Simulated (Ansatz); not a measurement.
**CH7N3OW: one species, many methods**

The task here is to estimate one member of a computed series from the others.

The runs use Ansatz 0.2.0, Gaussian basis; functionals in def2-TZVPP, the program's frozen cores in correlated methods.

Levels to be run: LDA (SPW92), PBE-D4, revPBE-D4, BLYP-D4, r2SCAN-D4, B97M-V, PBE0-D4, B3LYP-D4, r2SCANh-D4, r2SCAN0-D4, HSE06-D4, BHLYP-D4, CAM-B3LYP-D4, LC-ωPBE, ωB97X-V, ωB97M-V, B2PLYP, PBE-QIDH; CCSD(T)/def2-SVP; MP2/def2-TZVPP; MP2/def2-QZVPP; RPA on PBE.

### Structure used throughout

All runs share one geometry, relaxed beforehand with PBE0-D4 in a triple-zeta def2 set. W takes the def2 core potential; no spin-orbit term is included.

SMILES `C[N]=[W]([NH2])([NH2])=[O]`, 13 atoms, charge 0, spin multiplicity 1.

Atoms are counted from 1 here; the program's logs count them from 0.

Bond lengths: C1–N2 1.419 Å, C1–H7 1.096 Å, C1–H8 1.096 Å, C1–H9 1.096 Å, N2–W3 1.755 Å, W3–N4 1.957 Å, W3–N5 1.957 Å, W3–O6 1.718 Å, N4–H10 1.007 Å, N4–H11 1.008 Å, N5–H12 1.008 Å, N5–H13 1.007 Å. Angles: N2–C1–H7 110.2°, N2–C1–H8 110.2°, N2–C1–H9 112.3°, H7–C1–H8 107.3°, H7–C1–H9 108.3°, H8–C1–H9 108.3°, C1–N2–W3 154.8°, N2–W3–N4 105.9°, N2–W3–N5 105.9°, N2–W3–O6 114.2°, N4–W3–N5 112.9°, N4–W3–O6 109.0°, N5–W3–O6 109.0°, W3–N4–H10 125.0°, W3–N4–H11 123.0°, H10–N4–H11 111.4°, W3–N5–H12 123.0°, W3–N5–H13 125.0° and more.

The first run:

The input, in.yaml:

```yaml
crystal:
  periodic: [false, false, false]
  atoms:
    - {symbol: C, position_ang: [-0.645627, -1.636039, 1.571473]}
    - {symbol: N, position_ang: [-0.116064, -0.719289, 0.625927]}
    - {symbol: W, position_ang: [-0.181542, 0.656841, -0.461872]}
    - {symbol: N, position_ang: [0.232272, -0.046302, -2.240693]}
    - {symbol: N, position_ang: [1.164805, 1.919180, 0.189094]}
    - {symbol: O, position_ang: [-1.707399, 1.443687, -0.512733]}
    - {symbol: H, position_ang: [-0.571395, -2.660088, 1.189230]}
    - {symbol: H, position_ang: [-0.071828, -1.592926, 2.503774]}
    - {symbol: H, position_ang: [-1.696300, -1.431671, 1.804986]}
    - {symbol: H, position_ang: [0.633605, -0.950642, -2.425645]}
    - {symbol: H, position_ang: [-0.058646, 0.409006, -3.092090]}
    - {symbol: H, position_ang: [1.127980, 2.908401, -0.003060]}
    - {symbol: H, position_ang: [1.890139, 1.699822, 0.851608]}
basis:
  gaussian: {orbitals: def2-TZVPP}
hamiltonian: {xc: lda}
output: {orbitals: {seedname: orbitals}}
```

Command:

```bash
$ ansatz run in.yaml --threads 4 --pin off --events-out ev --progress --plain --max-ram 11315MiB
```

Steps of the session up to this table: LDA; PBE-D4 (GGA); revPBE-D4 (GGA); BLYP-D4 (GGA); r2SCAN-D4 (meta-GGA); B97M-V (meta-GGA); PBE0-D4 (hybrid); B3LYP-D4 (hybrid); r2SCANh-D4 (hybrid); r2SCAN0-D4 (hybrid); HSE06-D4 (hybrid); BHLYP-D4 (hybrid); CAM-B3LYP-D4 (range-separated); LC-ωPBE (range-separated); ωB97X-V (range-separated); ωB97M-V (range-separated); B2PLYP (double hybrid); PBE-QIDH (double hybrid).

One of the session's tables, all rows but one given; the rest of the session is left out.

It belongs to the step «Orbital energies across the functionals». 

```
  functional  HOMO (eV)  gap (eV)
 LDA (SPW92)      -5.94      4.45
      PBE-D4      -5.75      4.45
   revPBE-D4          ?         ?
     BLYP-D4      -5.63      4.43
   r2SCAN-D4      -6.04      4.87
      B97M-V      -6.10      5.00
     PBE0-D4      -7.08      6.62
    B3LYP-D4      -6.86      6.17
  r2SCANh-D4      -6.54      5.69
  r2SCAN0-D4      -7.29      6.91
    HSE06-D4      -6.68      5.84
    BHLYP-D4      -8.31      8.83
CAM-B3LYP-D4      -8.44      9.08
     LC-ωPBE      -9.78     11.57
     ωB97X-V      -9.41     11.12
     ωB97M-V      -9.32     10.71
```

Q: Estimate the row for revPBE-D4 from the others.

The run gave: HOMO (eV): -5.68; gap (eV): 4.45. In the column «HOMO (eV)» it lies between PBE-D4 (-5.75) and BLYP-D4 (-5.63).
